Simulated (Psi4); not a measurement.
# CdBr2 (SMILES [Br][Cd][Br]): a chain of runs

We compute a series of 10 runs (PBE-D4/def2-SVP, PBE0-D4/def2-TZVP, PBE-D4/def2-TZVPP, r2SCAN-D4/def2-TZVPP, B3LYP-D4/def2-TZVPP, PBE0-D4/def2-TZVPP, wB97M-V/def2-TZVPP, CCSD(T)/def2-TZVPP, and more) of CdBr2. 

The calculation is run with Psi4 1.11.

## 1. The system as given

The species is CdBr2 (3 atoms), meant as a singlet with charge 0. SMILES: `[Br][Cd][Br]`. Geometry: a GFN2-xTB, rattled relaxation, a rough one for these elements and not checked as a minimum. The run starts from this shape.

Bond lengths: Br1–Cd2 2.452 Å, Cd2–Br3 2.473 Å. Angles: Br1–Cd2–Br3 113.5°.

## 2. A structure relaxation at PBE-D4/def2-SVP (density fitting, core potential) (run 1)

File job.inp:

```
memory 3300 MB

molecule {
  Br     0.716208     1.858000     0.543780
  Cd    -0.810019     0.176487    -0.380957
  Br     0.029792    -2.140508    -0.171581
  units angstrom
  symmetry c1
}

set basis def2-SVP
set scf_type df
set geom_maxiter 40
set max_force_g_convergence 0.0005
set opt_coordinates both

optimize('pbe-d4')
```

The run is started by

```sh
$ psi4 -i job.inp -o job.out -n 2
```

job.out:

```text
[...]
    !!!  WARNING: ECP capability is in beta. Please check occupations closely.  !!!
[...]
  Running in c1 symmetry.
[...]
  Nuclear repulsion =  458.194837218623718
[...]
  Multiplicity = 1
[...]
  Nalpha       = 45
  Nbeta        = 45
[...]
    Number of basis functions: 95
[...]
   @DF-RKS iter   1: -5313.87950170516433   -2.60208e+00   2.22607e-02 ADIIS/DIIS
[...]
    !!!  WARNING: ECP capability is in beta. Please check occupations closely.  !!!
[...]
   @DF-RKS iter  11: -5314.75343568466542    4.54747e-12   2.36699e-09 DIIS
[...]
  @DF-RKS Final Energy: -5314.75343568466542
   => Energetics <=
    Nuclear Repulsion Energy =            440.1692262110871070
    One-Electron Energy =               -8339.3359259060816839
    Two-Electron Energy =                2781.7550552348193378
    DFT Exchange-Correlation Energy =    -197.3386808618077737
    Empirical Dispersion Energy =          -0.0031103626821945
    VV10 Nonlocal Energy =                  0.0000000000000000
    Total Energy =                      -5314.7534356846654191
[...]
 Multipole Moments:
 ------------------------------------------------------------------------------------
     Multipole            Electronic (a.u.)      Nuclear  (a.u.)        Total (a.u.)
 ------------------------------------------------------------------------------------
 L = 1.  Multiply by 2.5417464519 to convert [e a0] to [Debye]
 Dipole X            :          0.0221666           -0.0209009            0.0012657
 Dipole Y            :          0.0391873           -0.0382126            0.0009747
 Dipole Z            :         -0.0000000            0.0000000           -0.0000000
 Magnitude           :                                                    0.0015975
[...]
  -Total Gradient:
     Atom            X                  Y                   Z
    ------   -----------------  -----------------  -----------------
       1       -0.000144918197     0.000021925629     0.000000000002
       2        0.000161932477    -0.000013580957    -0.000000000002
       3       -0.000018603230    -0.000008004738     0.000000000001
[...]
    Final optimized geometry and variables:
    Molecular point group: c1
    Full point group: C1
    Geometry (in Angstrom), charge = 0, multiplicity = 1:
    BR           2.354380021778    -0.556732739308    -0.000000022765
    CD           0.000362445112     0.000662649274    -0.000000000004
    BR          -2.354903141235     0.555776333173     0.000000022771
    Psi4 run time: 0:00:36.49
[...]
```

Standard output:

```text
Optimizer: Optimization complete!
```

Run time: 38 s. Hardware: 2 threads of Intel Xeon Platinum 8259CL at 2.50GHz (Skylake/Cascade Lake), shared host; peak memory 0.47 GiB.

The path in brief:

```csv
step,energy from the first frame kept (eV),largest force (eV/Å)
0,0.0000,0.7630
1,-0.0769,0.7341
2,-0.4548,0.7497
3,-0.7127,0.5899
4,-0.7985,0.4907
5,-0.8207,0.2156
6,-0.8244,0.0934
7,-0.8252,0.0084
```

After the run. Bond lengths: Br1–Cd2 2.419 Å, Cd2–Br3 2.420 Å. Angles: Br1–Cd2–Br3 179.9°.

## 3. A structure relaxation at PBE0-D4/def2-TZVP (density fitting, core potential) (run 2)

File br2cd.inp:

```
memory 3300 mb

molecule m {
  0 1
  Br     2.000053    -0.562918     0.967412
  Cd    -0.122579    -0.007408    -0.051378
  Br    -2.246240     0.545827    -1.070896
  symmetry c1
}

set reference rks
set scf_type df
set geom_maxiter 80
set max_force_g_convergence 0.0002

optimize('pbe0-d4/def2-TZVP')
```

The run is started by

```sh
$ psi4 -n 2 br2cd.inp br2cd.out
```

br2cd.out:

```text
[...]
    !!!  WARNING: ECP capability is in beta. Please check occupations closely.  !!!
[...]
  Running in c1 symmetry.
[...]
  Nuclear repulsion =  440.169274343438587
[...]
  Multiplicity = 1
[...]
  Nalpha       = 45
  Nbeta        = 45
[...]
    Number of basis functions: 136
[...]
   @DF-RKS iter   1: -5314.80184010160701   -2.88191e+00   1.61748e-02 DIIS/ADIIS
[...]
    !!!  WARNING: ECP capability is in beta. Please check occupations closely.  !!!
[...]
   @DF-RKS iter   6: -5315.59111982891591    0.00000e+00   6.19807e-09 DIIS
[...]
  @DF-RKS Final Energy: -5315.59111982891591
   => Energetics <=
    Nuclear Repulsion Energy =            443.4255908820750847
    One-Electron Energy =               -8347.4327935034089023
    Two-Electron Energy =                2737.5551248255669634
    DFT Exchange-Correlation Energy =    -149.1363391316600655
    Empirical Dispersion Energy =          -0.0027029014895964
    VV10 Nonlocal Energy =                  0.0000000000000000
    Total Energy =                      -5315.5911198289168169
[...]
 Multipole Moments:
 ------------------------------------------------------------------------------------
     Multipole            Electronic (a.u.)      Nuclear  (a.u.)        Total (a.u.)
 ------------------------------------------------------------------------------------
 L = 1.  Multiply by 2.5417464519 to convert [e a0] to [Debye]
 Dipole X            :          0.0275117           -0.0265946            0.0009171
 Dipole Y            :         -0.0066079            0.0063824           -0.0002255
 Dipole Z            :         -0.0000000            0.0000000           -0.0000000
 Magnitude           :                                                    0.0009445
[...]
  -Total Gradient:
     Atom            X                  Y                   Z
    ------   -----------------  -----------------  -----------------
       1       -0.000005521914     0.000007524138     0.000000000000
       2        0.000004274719    -0.000049679266    -0.000000000000
       3        0.000002551615     0.000041850401     0.000000000000
[...]
    Final optimized geometry and variables:
    Molecular point group: c1
    Full point group: Cs
    Geometry (in Angstrom), charge = 0, multiplicity = 1:
    BR          -0.552488897893    -2.337273322018     0.000000000002
    CD           0.000461179988    -0.000110677933    -0.000000000003
    BR           0.551823273729     2.337433064220     0.000000000002
    Psi4 run time: 0:00:24.18
[...]
```

The script printed:

```text
Optimizer: Optimization complete!
```

Wall time 26 s (2 threads of Intel Xeon Platinum 8259CL at 2.50GHz (Skylake/Cascade Lake), shared host); peak memory 0.64 GiB.

The path in brief:

```csv
step,energy from the first frame kept (eV),largest force (eV/Å)
0,0.0000,0.2150
1,-0.0037,0.0224
2,-0.0036,0.0026
```

After the run. Bond lengths: Br1–Cd2 2.402 Å, Cd2–Br3 2.402 Å. Angles: Br1–Cd2–Br3 180.0°.

## 4. Vibrational wavenumbers at PBE0-D4/def2-TZVP (density fitting, core potential) (run 3)

File input.in:

```
memory 3300 mb

molecule {
  0 1
  Br     0.000000     0.000000    -2.401685
  Cd     0.000000     0.000000    -0.000002
  Br     0.000000     0.000000     2.401687
  symmetry c1
}

set reference rks
set scf_type df
set rotational_symmetry_number 2

e, wfn = frequencies('pbe0-d4/def2-TZVP', return_wfn=True)
print_variables()
```

The run is started by

```sh
$ psi4 -n 2 input.in input.out
```

input.out:

```text
[...]
    !!!  WARNING: ECP capability is in beta. Please check occupations closely.  !!!
[...]
  Running in c1 symmetry.
[...]
  Nuclear repulsion =  443.425633690053985
[...]
  Multiplicity = 1
[...]
  Nalpha       = 45
  Nbeta        = 45
[...]
    Number of basis functions: 136
[...]
   @DF-RKS iter   1: -5314.79033857741160   -2.88823e+00   1.62308e-02 ADIIS/DIIS
[...]
   @DF-RKS iter  11: -5315.59112745705534   -6.36646e-12   6.30551e-09 DIIS
[...]
  @DF-RKS Final Energy: -5315.59112745705534
   => Energetics <=
    Nuclear Repulsion Energy =            443.4467709121999519
    One-Electron Energy =               -8347.4747301423649333
    Two-Electron Energy =                2737.5759017287723509
    DFT Exchange-Correlation Energy =    -149.1363669491139206
    Empirical Dispersion Energy =          -0.0027030065483370
    VV10 Nonlocal Energy =                  0.0000000000000000
    Total Energy =                      -5315.5911274570544265
[...]
 Multipole Moments:
 ------------------------------------------------------------------------------------
     Multipole            Electronic (a.u.)      Nuclear  (a.u.)        Total (a.u.)
 ------------------------------------------------------------------------------------
 L = 1.  Multiply by 2.5417464519 to convert [e a0] to [Debye]
 Dipole X            :         -0.0000000            0.0000000           -0.0000000
 Dipole Y            :         -0.0000000            0.0000000           -0.0000000
 Dipole Z            :          0.0099125           -0.0090456            0.0008669
 Magnitude           :                                                    0.0008669
[...]
  -Total Gradient:
     Atom            X                  Y                   Z
    ------   -----------------  -----------------  -----------------
       1       -0.000000000021     0.000000000130    -0.000052929815
       2       -0.000000000005     0.000000000000     0.000128884506
       3        0.000000000024    -0.000000000130    -0.000076312077
[...]
  ==> Harmonic Vibrational Analysis <==
[...]
  Freq [cm^-1]                 62.3535             62.3536             205.6202
[...]
  IR activ [km/mol]             5.5195              5.5195              0.0005
[...]
  Freq [cm^-1]                 317.7918
[...]
  IR activ [km/mol]            42.3727
[...]
  Total E_0, Enthalpy at 0 [K]                                                        -5315.58964818 [Eh]
[...]
  Total H, Enthalpy at  298.15 [K]                                                    -5315.58377469 [Eh]
[...]
  Total G, Gibbs energy at  298.15 [K]                                                -5315.61893463 [Eh]
[...]
```

Standard output:

```text
Warning: used thermodynamics relations inappropriate for low-frequency modes: ['62.3535' '62.3536' '205.6202' '317.7918']
```

Wall time 98 s (2 threads of Intel Xeon Platinum 8259CL at 2.50GHz (Skylake/Cascade Lake), shared host); peak memory 0.64 GiB.

Runs 4 to 9 aren't shown in full; the table further down has their settings and results.

## 5. A single-point energy at MP2/def2-QZVPP (density fitting, core potential, density fitting for correlation) (run 10)

File job.in:

```
memory 3300 mb

molecule geom {
  0 1
  Br    -0.530086    -2.337492    -0.471185
  Cd    -0.122462    -0.008179    -0.051390
  Br     0.283730     2.321513     0.367718
  symmetry c1
}

set basis def2-QZVPP
set reference rhf
set scf_type df
set num_frozen_docc 18

energy("mp2")
```

The run is started by

```sh
$ psi4 job.in job.out -n 2
```

job.out:

```text
[...]
    !!!  WARNING: ECP capability is in beta. Please check occupations closely.  !!!
[...]
  Running in c1 symmetry.
[...]
  Nuclear repulsion =  443.425618318062220
[...]
  Multiplicity = 1
[...]
  Nalpha       = 45
  Nbeta        = 45
[...]
    Number of basis functions: 266
[...]
   @DF-RHF iter   1: -5311.24545098820272   -3.55846e+00   9.36137e-03 ADIIS/DIIS
[...]
   @DF-RHF iter  11: -5311.92899563408355   -3.00133e-11   4.00950e-09 DIIS
[...]
    Orbital Energies [Eh]
    ---------------------
    Doubly Occupied:
       1A   -490.010357     2A   -490.010356     3A    -65.150779
       4A    -65.150778     5A    -58.505765     6A    -58.505765
       7A    -58.505179     8A    -58.505179     9A    -58.505178
      10A    -58.505178    11A     -9.823126    12A     -9.823125
      13A     -7.432614    14A     -7.432613    15A     -7.429311
      16A     -7.429311    17A     -7.429311    18A     -7.429311
      19A     -4.899988    20A     -3.269003    21A     -3.269003
      22A     -3.267544    23A     -3.174999    24A     -3.174925
      25A     -3.173369    26A     -3.173369    27A     -3.173363
      28A     -3.173363    29A     -3.169281    30A     -3.169281
      31A     -3.169280    32A     -3.169280    33A     -1.005208
      34A     -0.984259    35A     -0.821393    36A     -0.821393
[...]
  @DF-RHF Final Energy: -5311.92899563408355
   => Energetics <=
    Nuclear Repulsion Energy =            443.4256183180622202
    One-Electron Energy =               -8349.3287936926135444
    Two-Electron Energy =                2593.9741797404676618
    Total Energy =                      -5311.9289956340835488
[...]
 Multipole Moments:
 ------------------------------------------------------------------------------------
     Multipole            Electronic (a.u.)      Nuclear  (a.u.)        Total (a.u.)
 ------------------------------------------------------------------------------------
 L = 1.  Multiply by 2.5417464519 to convert [e a0] to [Debye]
 Dipole X            :          0.0278077           -0.0265942            0.0012134
 Dipole Y            :         -0.0066643            0.0063686           -0.0002956
 Dipole Z            :         -0.0000000            0.0000000           -0.0000000
 Magnitude           :                                                    0.0012489
[...]
```

Wall time 14 s (2 threads of Intel Xeon Platinum 8259CL at 2.50GHz (Skylake/Cascade Lake), shared host); peak memory 0.86 GiB.

## 6. All runs side by side

```csv
run,level,geom maxiter,max force g convergence,energy (Eh),dipole moment (D),HOMO energy (eV),LUMO energy (eV),wall time
1,"PBE-D4/def2-SVP (density fitting, core potential)",40,0.0005,-5314.753436,0.00,-6.97,-3.11,38 s
2,"PBE0-D4/def2-TZVP (density fitting, core potential)",80,0.0002,-5315.591120,0.00,-8.39,-2.30,26 s
3,"PBE0-D4/def2-TZVP (density fitting, core potential)",–,–,-5315.591125,0.00,–,–,98 s
4,"PBE-D4/def2-TZVPP (density fitting, core potential)",–,–,-5315.421053,0.00,-7.15,-3.14,11 s
5,"r2SCAN-D4/def2-TZVPP (density fitting, core potential)",–,–,-5316.219457,0.00,-7.46,-2.94,16 s
6,"B3LYP-D4/def2-TZVPP (density fitting, core potential)",–,–,-5316.306707,0.00,-8.13,-2.61,13 s
7,"PBE0-D4/def2-TZVPP (density fitting, core potential)",–,–,-5315.592353,0.00,-8.39,-2.29,11 s
8,"wB97M-V/def2-TZVPP (density fitting, core potential)",–,–,-5315.841930,0.00,-10.64,-0.51,19 s
9,"CCSD(T)/def2-TZVPP (density fitting, core potential, density fitting for correlation)",–,–,-5313.085140,–,-11.20,0.76,4.7 min
10,"MP2/def2-QZVPP (density fitting, core potential, density fitting for correlation)",–,–,-5313.893753,–,-11.21,0.52,14 s
```

## 7. What came out

| quantity | value |
| --- | --- |
| run 10, MP2/def2-QZVPP: total energy | -5313.89375 Eh |
| run 10, MP2/def2-QZVPP: HOMO energy (Hartree–Fock orbitals) | -11.21 eV |
| run 10, MP2/def2-QZVPP: LUMO energy (Hartree–Fock orbitals) | 0.52 eV |
| run 10, MP2/def2-QZVPP: HOMO–LUMO gap (Hartree–Fock orbitals) | 11.73 eV |
| run 10, MP2/def2-QZVPP: correlation energy (18 core orbitals frozen) | -1964.8 mEh |

Over runs 4, 5, 6, 7, 8 the HOMO–LUMO gap runs from 4.01 eV (PBE-D4/def2-TZVPP) to 10.13 eV (wB97M-V/def2-TZVPP). Totals of different functionals can't be ranked against each other. All runs together took 8.8 min, the longest 4.7 min.
